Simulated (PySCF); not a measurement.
**Cobalt: the same states on changed settings**

One table from this session's results is given with a row withheld; the runs are named, their logs left out.

The numbers are computed with PySCF 2.14.0 (unrestricted determinants in a Gaussian basis, no spin-orbit coupling in the energies), except any that are marked as measured or tabulated.

### The system

* Element: cobalt (Z = 27)
* Basis: x2c-SVPall (5s3p3d1f, 36 functions)
* Hamiltonian: scalar relativity by spin-free X2C-1e
* State 1: Co²⁺: [Ar] 3d7, high-spin 4F determinant
* State 2: Co³⁺: [Ar] 3d6, high-spin 5D determinant
* Methods: UHF, PBE0, M06-2X, MP2
* Core shells frozen in the correlated runs: valence: [Ar] (for Co²⁺)

The outer shells:

Co2+ [Ar] 3d7
```
[Ar] core
3d [↑↓][↑↓][↑ ][↑ ][↑ ]
```

Co3+ [Ar] 3d6
```
[Ar] core
3d [↑↓][↑ ][↑ ][↑ ][↑ ]
```

The sound run (x2c-SVPall, the spin-free X2C one-electron Hamiltonian (Gaussian nucleus), symmetry-adapted start, fine grid, valence correlation) gave:

| species | method | energy (hartree) |
| --- | --- | --- |
| Co²⁺ | UHF | -1390.81514 |
| Co²⁺ | PBE0 | -1391.85178 |
| Co²⁺ | M06-2X | -1392.08303 |
| Co²⁺ | MP2 (valence) | -1390.92221 |
| Co³⁺ | UHF | -1389.65902 |
| Co³⁺ | PBE0 | -1390.60043 |
| Co³⁺ | M06-2X | -1390.84665 |
| Co³⁺ | MP2 (valence) | -1389.71791 |

The runs were made by one driver on top of PySCF. The scripts below sum up each run's settings (the driver also hands on starting orbitals that pick excited configurations, and frozen orbitals as a list rather than a count), and the logs come from the driver's own runs.

Set-up of the first run:

The driver's launch:

```
OMP_NUM_THREADS=1 python atomrun2.py TASK.json OUT
```

Input file input.py:

```python
from pyscf import gto, scf, dft, mp, cc
import basis_set_exchange as bse
mol = gto.M(atom="Co 0 0 0", charge=2, spin=3, symmetry="D2h",
            basis=gto.basis.parse(bse.get_basis("x2c-SVPall", elements=["Co"], fmt="nwchem", header=False)),
            nucmod="G")
mf = scf.UHF(mol).sfx2c1e()
mf.irrep_nelec = {'Ag': (5, 4), 'B1g': (1, 1), 'B2g': (1, 0), 'B3g': (1, 0), 'B1u': (2, 2), 'B2u': (2, 2), 'B3u': (2, 2)}
mf.init_guess = "minao"
mf.max_cycle = 50
mf.kernel()
```

Steps of the session up to this table: Changed run, Co²⁺; Changed run, Co³⁺: the ladder of methods.

One of the session's tables, all rows but one given; the rest of the session is left out.

Ionisation energy of Co²⁺:

| method | sound run (eV) |
| --- | --- |
| UHF | ? |
| PBE0 | 34.051 |
| M06-2X | 33.644 |
| MP2 | 32.771 |
| SCS-MP2 | 32.741 |

Estimate the missing values for UHF.

As computed: sound run (eV): 31.460. In the column «sound run (eV)» it is the lowest.
